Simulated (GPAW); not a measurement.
# MoI (P4/mmm) in GPAW: notebook

One crystal, MoI, is run at these levels: PBE, PBE+D3(BJ), PBE+D4, LDA; tasks: relaxation of cell and atoms.

Everything below comes from runs of GPAW 26.7.0. Logs are shortened: lines on timing, memory, paths and dates and some standing lists are left out, and cuts for length are marked. The log counts tension as positive stress, the text compression.

### Step 1. Starting point

It takes space group P4/mmm (No. 123, tetragonal). Conventional cell: a = 3.623 Å, b = 3.623 Å, c = 5.042 Å, α = 90.00°, β = 90.00°, γ = 90.00°. Mo (site symmetry 4/mmm) has 4 I at 2.56 Å as nearest neighbours. I (site symmetry 4/mmm) is surrounded by 4 Mo at 2.56 Å.

The cell was built by a generator and needn't be a form met in nature.

### Step 2. Relaxation of cell and atoms, PBE

Contents of run.py:

```python
from ase import Atoms
from ase.filters import FrechetCellFilter
from ase.io import write
from ase.optimize import BFGS
from gpaw import GPAW, PW

atoms = Atoms(['Mo', 'I'],
              cell=[[3.62326282, 0.0, 0.0],
                    [0.0, 3.62326282, 0.0],
                    [0.0, 0.0, 5.04208141]],
              scaled_positions=[[0.5, 0.5, 0.5],
                                [0.0, 0.0, 0.5]],
              pbc=True)

calc = GPAW(mode=PW(600),
            xc='PBE',
            kpts={'size': (7, 7, 5), 'gamma': True},
            occupations={'name': 'fermi-dirac', 'width': 0.05},
            nbands=21,
            convergence={'density': 1e-05, 'forces': 0.0001},
            maxiter=150,
            txt='gpaw.txt')
atoms.calc = calc
opt = BFGS(FrechetCellFilter(atoms), trajectory='relax.traj', logfile='-')
done = opt.run(fmax=0.02, steps=60)
calc.write('gs.gpw')
write('result.traj', atoms)
print('Converged:', done)
print('Cell:', atoms.cell.cellpar().round(4))
print('Volume:', round(atoms.get_volume(), 4))
print(atoms.get_scaled_positions().round(5))
```

Potentials or basis: GPAW PAW data sets (gpaw-data 1.2.1), pw.

On the command line:

```bash
OMP_NUM_THREADS=1 python run.py
```

gpaw.txt:

```text
__  _  _
 | _ |_)|_||  |
 |__||  | ||/\| - 26.7.0

Input parameters:
  mode=PW(ecut=600.0),
  convergence={'density': 1e-05, 'forces': 0.0001},
  kpts=MonkhorstPack(size=(7, 7, 5), gamma=True),
  maxiter=150,
  nbands=21,
  occupations=Occupations(name='fermi-dirac', width=0.05),
  xc=XC(name='PBE')

Diagonalizing LCAO Hamiltonian
Converting LCAO to pw mode
   .--------.
  /|        |
 * |        |
 | |        |
 | |   Mo   |
 I |        |
 | .--------.
 |/        /
 *--------*

Atoms  # Å, Bohr magnetons
|   | symbol |        x |        y |        z |    initial magnetic moments |
|---|--------|----------|----------|----------|-----------------------------|
| 0 |     Mo | 1.811631 | 1.811631 | 2.521041 | ( 0.0000,  0.0000,  0.0000) |
| 1 |      I | 0.000000 | 0.000000 | 2.521041 | ( 0.0000,  0.0000,  0.0000) |

Unit cell  # Å
| periodic |        x |        y |        z |  lengths |    angles |
|----------|----------|----------|----------|----------|-----------|
|      yes | 3.623263 | 0.000000 | 0.000000 | 3.623263 | 90.000000 |
|      yes | 0.000000 | 3.623263 | 0.000000 | 3.623263 | 90.000000 |
|      yes | 0.000000 | 0.000000 | 5.042081 | 5.042081 | 90.000000 |

Number of symmetries: 16
Symmetry operations  # r_c * U_cc + t_c -> r_c
|    | kind |            matrix            |
|----|------|------------------------------|
|  0 |  E   |  1, 0, 0,  0, 1, 0,  0, 0, 1 |
|  1 |  σ   |  1, 0, 0,  0, 1, 0,  0, 0,-1 |
|  2 |  σ   |  1, 0, 0,  0,-1, 0,  0, 0, 1 |
|  3 |  C2  |  1, 0, 0,  0,-1, 0,  0, 0,-1 |
|  4 |  σ   |  0, 1, 0,  1, 0, 0,  0, 0, 1 |
|  5 |  C2  |  0, 1, 0,  1, 0, 0,  0, 0,-1 |
|  6 |  C4  |  0, 1, 0, -1, 0, 0,  0, 0, 1 |
|  7 |  S4  |  0, 1, 0, -1, 0, 0,  0, 0,-1 |
|  8 |  C4  |  0,-1, 0,  1, 0, 0,  0, 0, 1 |
|  9 |  S4  |  0,-1, 0,  1, 0, 0,  0, 0,-1 |
| 10 |  σ   |  0,-1, 0, -1, 0, 0,  0, 0, 1 |
| 11 |  C2  |  0,-1, 0, -1, 0, 0,  0, 0,-1 |
| 12 |  σ   | -1, 0, 0,  0, 1, 0,  0, 0, 1 |
| 13 |  C2  | -1, 0, 0,  0, 1, 0,  0, 0,-1 |
| 14 |  C2  | -1, 0, 0,  0,-1, 0,  0, 0, 1 |
| 15 |  i   | -1, 0, 0,  0,-1, 0,  0, 0,-1 |
[... 193 lines left out ...]
Stress tensor  # eV/Ang^3
|         x |         y |        z |
|-----------|-----------|----------|
| -0.119960 |  0.000000 | 0.000000 |
|  0.000000 | -0.119960 | 0.000000 |
|  0.000000 |  0.000000 | 0.017713 |

Forces  # eV/Ang
|        x |        y |       z |
|----------|----------|---------|
| -0.00000 | -0.00000 | 0.00000 |  # Mo   0
|  0.00000 | -0.00000 | 0.00000 |  # I    1

Interpolating wave functions to new cell
   .--------.
  /|        |
 * |        |
 | |        |
 | |   Mo   |
 I |        |
 | .--------.
 |/        /
 *--------*

Atoms  # Å, Bohr magnetons
|   | symbol |        x |         y |        z |    initial magnetic moments |
|---|--------|----------|-----------|----------|-----------------------------|
| 0 |     Mo | 1.863743 |  1.863743 | 2.510506 | ( 0.0000,  0.0000,  0.0000) |
| 1 |      I | 0.000000 | -0.000000 | 2.510506 | ( 0.0000,  0.0000,  0.0000) |

Unit cell  # Å
| periodic |        x |        y |        z |  lengths |    angles |
|----------|----------|----------|----------|----------|-----------|
|      yes | 3.727485 | 0.000000 | 0.000000 | 3.727485 | 90.000000 |
|      yes | 0.000000 | 3.727485 | 0.000000 | 3.727485 | 90.000000 |
|      yes | 0.000000 | 0.000000 | 5.021013 | 5.021013 | 90.000000 |

Number of symmetries: 16
Symmetry operations  # r_c * U_cc + t_c -> r_c
|    | kind |            matrix            |
|----|------|------------------------------|
|  0 |  E   |  1, 0, 0,  0, 1, 0,  0, 0, 1 |
|  1 |  σ   |  1, 0, 0,  0, 1, 0,  0, 0,-1 |
|  2 |  σ   |  1, 0, 0,  0,-1, 0,  0, 0, 1 |
|  3 |  C2  |  1, 0, 0,  0,-1, 0,  0, 0,-1 |
|  4 |  σ   |  0, 1, 0,  1, 0, 0,  0, 0, 1 |
|  5 |  C2  |  0, 1, 0,  1, 0, 0,  0, 0,-1 |
|  6 |  C4  |  0, 1, 0, -1, 0, 0,  0, 0, 1 |
|  7 |  S4  |  0, 1, 0, -1, 0, 0,  0, 0,-1 |
|  8 |  C4  |  0,-1, 0,  1, 0, 0,  0, 0, 1 |
|  9 |  S4  |  0,-1, 0,  1, 0, 0,  0, 0,-1 |
| 10 |  σ   |  0,-1, 0, -1, 0, 0,  0, 0, 1 |
| 11 |  C2  |  0,-1, 0, -1, 0, 0,  0, 0,-1 |
| 12 |  σ   | -1, 0, 0,  0, 1, 0,  0, 0, 1 |
| 13 |  C2  | -1, 0, 0,  0, 1, 0,  0, 0,-1 |
| 14 |  C2  | -1, 0, 0,  0,-1, 0,  0, 0, 1 |
| 15 |  i   | -1, 0, 0,  0,-1, 0,  0, 0,-1 |
[... 658 lines left out ...]
|          0 |       -56.078 |     2.000 |
|        ... |               |           |
|          5 |         0.472 |     2.000 |
|          6 |         1.116 |     2.000 |
|          7 |         1.116 |     2.000 |
|          8 |         2.130 |     2.000 |
|          9 |         3.529 |     2.000 |
|         10 |         3.675 |     2.000 |
[... 8 lines left out ...]
|         19 |        15.110 |     0.000 |
|         20 |        15.539 |     0.000 |

No gap
No difference between direct/indirect transitions

Stress tensor  # eV/Ang^3
|        x |         y |         z |
|----------|-----------|-----------|
| 0.001373 |  0.000000 |  0.000000 |
| 0.000000 |  0.001373 | -0.000000 |
| 0.000000 | -0.000000 |  0.019788 |

Forces  # eV/Ang
|        x |        y |       z |
|----------|----------|---------|
| -0.00000 | -0.00000 | 0.00000 |  # Mo   0
| -0.00000 |  0.00000 | 0.00000 |  # I    1

Interpolating wave functions to new cell

              Mo
       I

Atoms  # Å, Bohr magnetons
|   | symbol |        x |        y |        z |    initial magnetic moments |
|---|--------|----------|----------|----------|-----------------------------|
| 0 |     Mo | 1.946973 | 1.946973 | 2.430563 | ( 0.0000,  0.0000,  0.0000) |
| 1 |      I | 0.000000 | 0.000000 | 2.430563 | ( 0.0000,  0.0000,  0.0000) |
[... 198 lines left out ...]
|          0 |       -56.083 |     2.000 |
|        ... |               |           |
|          5 |         0.580 |     2.000 |
|          6 |         1.119 |     2.000 |
|          7 |         1.119 |     2.000 |
|          8 |         2.222 |     2.000 |
|          9 |         3.568 |     2.000 |
|         10 |         3.684 |     2.000 |
[... 8 lines left out ...]
|         19 |        15.207 |     0.000 |
|         20 |        15.525 |     0.000 |

No gap
No difference between direct/indirect transitions

Stress tensor  # eV/Ang^3
|        x |         y |         z |
|----------|-----------|-----------|
| 0.009908 |  0.000000 |  0.000000 |
| 0.000000 |  0.009908 | -0.000000 |
| 0.000000 | -0.000000 |  0.021347 |

Forces  # eV/Ang
|       x |        y |       z |
|---------|----------|---------|
| 0.00000 | -0.00000 | 0.00000 |  # Mo   0
| 0.00000 |  0.00000 | 0.00000 |  # I    1

Interpolating wave functions to new cell

              Mo
       I

Atoms  # Å, Bohr magnetons
|   | symbol |        x |         y |        z |    initial magnetic moments |
|---|--------|----------|-----------|----------|-----------------------------|
| 0 |     Mo | 1.978583 |  1.978583 | 2.294220 | ( 0.0000,  0.0000,  0.0000) |
| 1 |      I | 0.000000 | -0.000000 | 2.294220 | ( 0.0000,  0.0000,  0.0000) |
[... 694 lines left out ...]
|          3 |       -28.472 |     2.000 |
|          4 |        -8.553 |     2.000 |
|          5 |         2.728 |     2.000 |
|          6 |         2.728 |     2.000 |
|          7 |         3.638 |     2.000 |
|          8 |         4.129 |     2.000 |
[... 8 lines left out ...]
|         17 |        16.042 |     0.000 |
|         18 |        16.717 |     0.000 |
|        ... |               |           |
|         20 |        19.034 |     0.000 |

No gap
No difference between direct/indirect transitions

Stress tensor  # eV/Ang^3
|        x |        y |        z |
|----------|----------|----------|
| 0.039747 | 0.000000 | 0.000000 |
| 0.000000 | 0.039747 | 0.000000 |
| 0.000000 | 0.000000 | 0.045230 |

Forces  # eV/Ang
|       x |       y |       z |
|---------|---------|---------|
| 0.00000 | 0.00000 | 0.00000 |  # Mo   0
| 0.00000 | 0.00000 | 0.00000 |  # I    1

Interpolating wave functions to new cell

              Mo
       I

Atoms  # Å, Bohr magnetons
|   | symbol |        x |         y |        z |    initial magnetic moments |
|---|--------|----------|-----------|----------|-----------------------------|
| 0 |     Mo | 1.977393 |  1.977393 | 1.742249 | ( 0.0000,  0.0000,  0.0000) |
| 1 |      I | 0.000000 | -0.000000 | 1.742249 | ( 0.0000,  0.0000,  0.0000) |

Unit cell  # Å
| periodic |         x |         y |         z |  lengths |    angles |
|----------|-----------|-----------|-----------|----------|-----------|
|      yes |  3.954787 |  0.000000 | -0.000000 | 3.954787 | 90.000000 |
|      yes | -0.000000 |  3.954787 | -0.000000 | 3.954787 | 90.000000 |
|      yes |  0.000000 | -0.000000 |  3.484499 | 3.484499 | 90.000000 |
[... 214 lines left out ...]
No gap
No difference between direct/indirect transitions

Stress tensor  # eV/Ang^3
|         x |        y |         z |
|-----------|----------|-----------|
|  0.023691 | 0.000000 | -0.000000 |
|  0.000000 | 0.023691 |  0.000000 |
| -0.000000 | 0.000000 |  0.047245 |

Forces  # eV/Ang
|       x |       y |       z |
|---------|---------|---------|
| 0.00000 | 0.00000 | 0.00000 |  # Mo   0
| 0.00000 | 0.00000 | 0.00000 |  # I    1

Interpolating wave functions to new cell

              Mo
       I

Atoms  # Å, Bohr magnetons
|   | symbol |        x |         y |        z |    initial magnetic moments |
|---|--------|----------|-----------|----------|-----------------------------|
| 0 |     Mo | 1.968846 |  1.968846 | 1.576452 | ( 0.0000,  0.0000,  0.0000) |
| 1 |      I | 0.000000 | -0.000000 | 1.576452 | ( 0.0000,  0.0000,  0.0000) |

Unit cell  # Å
| periodic |         x |         y |         z |  lengths |    angles |
|----------|-----------|-----------|-----------|----------|-----------|
|      yes |  3.937693 |  0.000000 |  0.000000 | 3.937693 | 90.000000 |
|      yes | -0.000000 |  3.937693 | -0.000000 | 3.937693 | 90.000000 |
|      yes |  0.000000 | -0.000000 |  3.152905 | 3.152905 | 90.000000 |
[... 645 lines left out ...]
SCF iterations
|iter     | |      energy | eigst |  dens |force |
|---------|-|-------------|-------|-------|------|
|iter:   1| |   -9.517272 | -1.79 |       |      |
|iter:   2| |   -9.515066 | -3.88 | -2.02 |      |
|iter:   3| |   -9.506820c| -3.60 | -2.07 |      |
|iter:   4| |   -9.506308c| -4.51 | -2.69 |      |
|iter:   5| |   -9.506344c| -5.28 | -3.13 |      |
|iter:   6| |   -9.506299c| -5.89 | -3.34 |      |
|iter:   7| |   -9.506301c| -7.41c| -4.04 |      |
|iter:   8| |   -9.506301c| -7.90c| -4.53 |      |
|iter:   9| |   -9.506301c| -8.32c| -5.09c|      |
|iter:  10| |   -9.506301c| -9.00c| -6.05c| -infc|

Converged in 10 steps
Energy contributions relative to reference atoms: (reference = -303674.868298)

Energy contributions:
  Kinetic:          -8.085920
  Coulomb:           7.032109
  Zero:             -0.409793
  External:          0.000000
  Xc:               -8.025968
  Entropy:          -0.033459
  Spinorbit:         0.000000
  ----------------------------
  Free energy:      -9.523031
  Extrapolated:     -9.506301

dipole moment: (-19.107295, -19.107295, 0.000014)  # |e|*Ang

Fermi level: 9.129
Eigenvalues  # (at kpt = [0.000, 0.000, 0.000])
| band index |      eig [eV] | occ [0-2] |
|------------|---------------|-----------|
|          0 |       -51.777 |     2.000 |
|        ... |               |           |
|          3 |       -25.586 |     2.000 |
|          4 |        -6.630 |     2.000 |
|          5 |         4.996 |     2.000 |
|          6 |         4.996 |     2.000 |
|          7 |         6.354 |     2.000 |
|          8 |         6.925 |     2.000 |
[... 8 lines left out ...]
|         17 |        19.077 |     0.000 |
|         18 |        23.514 |     0.000 |
|        ... |               |           |
|         20 |        24.052 |     0.000 |

No gap
No difference between direct/indirect transitions

Stress tensor  # eV/Ang^3
|        x |        y |        z |
|----------|----------|----------|
| 0.002571 | 0.000000 | 0.000000 |
| 0.000000 | 0.002571 | 0.000000 |
| 0.000000 | 0.000000 | 0.001690 |

Forces  # eV/Ang
|       x |        y |       z |
|---------|----------|---------|
| 0.00000 |  0.00000 | 0.00000 |  # Mo   0
| 0.00000 | -0.00000 | 0.00000 |  # I    1

Interpolating wave functions to new cell

              Mo
       I

Atoms  # Å, Bohr magnetons
|   | symbol |        x |         y |        z |    initial magnetic moments |
|---|--------|----------|-----------|----------|-----------------------------|
| 0 |     Mo | 1.951278 |  1.951278 | 1.588441 | ( 0.0000,  0.0000,  0.0000) |
| 1 |      I | 0.000000 | -0.000000 | 1.588441 | ( 0.0000,  0.0000,  0.0000) |
[... 221 lines left out ...]
Stress tensor  # eV/Ang^3
|         x |         y |        z |
|-----------|-----------|----------|
| -0.000079 |  0.000000 | 0.000000 |
|  0.000000 | -0.000079 | 0.000000 |
|  0.000000 |  0.000000 | 0.000013 |

Forces  # eV/Ang
|        x |       y |       z |
|----------|---------|---------|
| -0.00000 | 0.00000 | 0.00000 |  # Mo   0
| -0.00000 | 0.00000 | 0.00000 |  # I    1

# Writing to gs.gpw (mode='')
```

Run time: 2.5 min. Hardware: 1 thread of Intel Xeon 6975P-C (Granite Rapids), shared host; peak memory 0.3 GiB.

What came out:

```
Free energy                            : -9.5232 eV
Relaxed volume                         : 24.19 Å³/atom
Relaxed cell                           : a = 3.903 Å, b = 3.903 Å, c = 3.177 Å, α = 90.00°, β = 90.00°, γ = 90.00°
Space group after relaxing (to 0.05 Å) : P4/mmm (No. 123)
Energy gained by relaxing              : 722.9 meV/atom
Ionic steps                            : 13
Pressure after relaxing                : 0.0 GPa
Band gap on the k mesh                 : none (metal or under the smearing width)
```

Step by step:
```tsv
step	energy change (eV)	largest force (eV/Å)	pressure (GPa)	volume (Å³)
1	0.0000	0.0000	11.87	66.19
2	-0.3391	0.0000	5.04	69.76
3	-0.4793	0.0000	-0.03	73.20
4	-0.4950	0.0000	-1.20	73.80
5	-0.5124	0.0000	-2.20	73.71
6	-0.5706	0.0000	-4.48	71.85
7	-0.6822	0.0000	-7.33	67.89
8	-0.9668	0.0000	-6.66	61.34
9	-1.2737	0.0000	-5.05	54.50
10	-1.4381	0.0000	-1.16	48.89
11	-1.4425	0.0000	-1.22	49.12
12	-1.4454	0.0000	-0.36	48.61
13	-1.4457	0.0000	0.01	48.38
```

Final structure:
```yaml
crystal:
  lattice:
    - [3.90256, 0.00000, 0.00000]
    - [0.00000, 3.90256, 0.00000]
    - [0.00000, 0.00000, 3.17688]
  atoms:
    - { symbol: Mo, position: [0.50000, 0.50000, 0.50000] }
    - { symbol: I, position: [0.00000, 0.00000, 0.50000] }
```

Caveat: later steps reuse the first step's grids; the volume moved by over 15 % at a fixed basis, so the end points are rough; this functional lacks dispersion, which binds the layers, so the pressure and a relaxed spacing across them are unreliable; an odd number of electrons without spin polarisation forces a metal; a magnetic or distorted state may lie lower. The run has no spin-orbit coupling, so splittings on I are missing.

### Step 3. Relaxation of cell and atoms, PBE+D3(BJ)

Contents of run.py:

```python
from ase.calculators.mixing import SumCalculator
from ase.filters import FrechetCellFilter
from ase.io import read, write
from ase.optimize import BFGS
from dftd3.ase import DFTD3
from gpaw import GPAW, PW

atoms = read('MoI.xyz')

calc = GPAW(mode=PW(600),
            xc='PBE',
            kpts={'size': (7, 7, 5), 'gamma': True},
            occupations={'name': 'fermi-dirac', 'width': 0.05},
            nbands=21,
            convergence={'density': 1e-05, 'forces': 0.0001},
            maxiter=150,
            txt='gpaw.txt')
atoms.calc = SumCalculator([calc, DFTD3(method='pbe', damping='d3bj')])
opt = BFGS(FrechetCellFilter(atoms), trajectory='relax.traj', logfile='-')
done = opt.run(fmax=0.02, steps=60)
calc.write('gs.gpw')
write('result.traj', atoms)
print('Converged:', done)
print('Cell:', atoms.cell.cellpar().round(4))
print('Volume:', round(atoms.get_volume(), 4))
print(atoms.get_scaled_positions().round(5))
```

Contents of MoI.xyz:

```xyz
2
Lattice="3.6232628200 0.0000000000 0.0000000000 0.0000000000 3.6232628200 0.0000000000 0.0000000000 0.0000000000 5.0420814100" Properties=species:S:1:pos:R:3 pbc="T T T"
Mo     1.8116314100      1.8116314100      2.5210407050
I      0.0000000000      0.0000000000      2.5210407050
```

Potentials or basis: GPAW PAW data sets (gpaw-data 1.2.1), pw.

On the command line:

```bash
OMP_NUM_THREADS=1 python run.py
```

Wall time 3.6 min (1 thread of Intel Xeon 6975P-C (Granite Rapids), shared host); peak memory 0.35 GiB.

The run converged. Its results:

```
Free energy                            : -10.7757 eV
Relaxed volume                         : 22.97 Å³/atom
Relaxed cell                           : a = 3.848 Å, b = 3.848 Å, c = 3.102 Å, α = 90.00°, β = 90.00°, γ = 90.00°
Space group after relaxing (to 0.05 Å) : P4/mmm (No. 123)
Energy gained by relaxing              : 941.2 meV/atom
Ionic steps                            : 21
Pressure after relaxing                : 0.0 GPa
Band gap on the k mesh                 : none (metal or under the smearing width)
Dispersion energy per atom             : -0.643 eV
```

The path:
| step | energy change (eV) | largest force (eV/Å) | pressure (GPa) | volume (Å³) |
| --- | --- | --- | --- | --- |
| 1 | 0.0000 | 0.0000 | 9.71 | 66.19 |
| 2 | -0.2840 | 0.0000 | 3.72 | 69.10 |
| 3 | -0.4268 | 0.0000 | -1.31 | 71.79 |
| 4 | -0.4632 | 0.0000 | -2.82 | 72.02 |
| 5 | -0.5606 | 0.0000 | -5.74 | 70.77 |
| 6 | -0.7404 | 0.0000 | -9.24 | 67.20 |
| 7 | -0.9317 | 0.0000 | -11.65 | 63.57 |
| 8 | -1.1437 | 0.0000 | -12.78 | 59.93 |
| 9 | -1.2240 | 0.0000 | -12.04 | 55.98 |
| 10 | -1.3222 | 0.0000 | -6.40 | 52.19 |
| 11 | -1.3707 | 0.0000 | -11.36 | 53.86 |
| 12 | -1.4633 | 0.0000 | -9.78 | 52.39 |
| 13 | -1.5820 | 0.0000 | 48.41 | 47.75 |
| 14 | -1.5263 | 0.0000 | -9.39 | 51.48 |
| 15 | -1.5691 | 0.0000 | -8.98 | 50.81 |
| 16 | -1.5360 | 0.0000 | 6.10 | 42.92 |
| 17 | -1.5668 | 0.0000 | 0.79 | 44.97 |
| 18 | -1.5899 | 0.0000 | 1.22 | 45.01 |
| 19 | -1.8820 | 0.0000 | 0.16 | 45.83 |
| 20 | -1.8821 | 0.0000 | 0.04 | 45.95 |
| 21 | -1.8824 | 0.0000 | -0.02 | 45.94 |

Final structure:
```xyz
2
Lattice="3.8484 0.0000 0.0000 0.0000 3.8484 0.0000 0.0000 0.0000 3.1022" Properties=species:S:1:pos:R:3 pbc="T T T"
Mo    1.9242    1.9242    1.5511
I     0.0000    0.0000    1.5511
```

Levels at points of the mesh, in eV from the Fermi level:
| k point | band 8 | band 9 | band 10 | band 11 | band 12 | band 13 | band 14 | band 15 |
| --- | --- | --- | --- | --- | --- | --- | --- | --- |
| (0.00, 0.00, 0.00) | -3.03 | -2.37 | -1.38 | -0.42 | 0.93 | 0.93 | 0.99 | 7.36 |

Caveat: later steps reuse the first step's grids; the volume moved by over 15 % at a fixed basis, so the end points are rough; an odd number of electrons without spin polarisation forces a metal; a magnetic or distorted state may lie lower. The run has no spin-orbit coupling, so splittings on I are missing.

[end of part 1 of 2]
